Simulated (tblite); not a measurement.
# C4H11N2PSi2: the cost of one run

The runs use tblite 0.8.0 and PySCF 2.14.0, with density-fitted response routines of our own; the level of theory stands in each step. All values are computed, except where a source is named. Atoms count from 0, in the outputs and in this text.

**1. Starting geometry**

20 atoms, charge 0, multiplicity 1; geometry from: force field or distance geometry start.

Bonds of the start (Å): N0–C1 1.15, C1–C2 1.49, C2–C3 1.55, C3–C4 1.54, C4–N5 1.46, N5–Si6 1.72, Si6–Si7 2.32, Si7–P8 2.23, Si7–C2 1.91, C2–H9 1.09, C3–H10 1.11, C3–H11 1.11, C4–H12 1.10, C4–H13 1.09, N5–H14 1.03, Si6–H15 1.47, Si6–H16 1.49, Si7–H17 1.48, P8–H18 1.42, P8–H19 1.42.

**2. Optimising the geometry with GFN2-xTB**

What the job is given:

```
{"job": {"kind": "relax", "xc": "GFN2-xTB", "basis": "xTB"}, "charge": 0, "multiplicity": 1}
N     -0.405700    -0.876400    -3.305500
C     -0.106700    -1.029500    -2.208800
C      0.283600    -1.233100    -0.782600
C     -0.992700    -1.243400     0.101100
C     -1.846500     0.036200     0.127900
N     -1.171000     1.192300     0.710900
Si     0.283500     1.883300     0.103400
Si     1.619800     0.031800    -0.287800
P      2.608500    -0.683300     1.582800
H      0.738200    -2.220800    -0.702700
H     -1.644200    -2.073000    -0.228100
H     -0.712700    -1.499500     1.144000
H     -2.206700     0.279200    -0.878700
H     -2.736700    -0.164500     0.718300
H     -1.848500     1.953000     0.835900
H     -0.084800     2.596900    -1.122200
H      0.827500     2.800800     1.137400
H      2.651500     0.214300    -1.339400
H      3.233000     0.541400     1.935000
H      1.505500    -0.494900     2.456000
```

The run is started by

```
$ OMP_NUM_THREADS=1 python probes_run.py task.json out
```

The driver reads the jobs from task.json and runs them one after another.

Q: Estimate the wall time and peak memory of this first job on 1 thread of Arm Neoverse N1, shared host.

About 1.7 s, with a peak of 0.18 GiB.
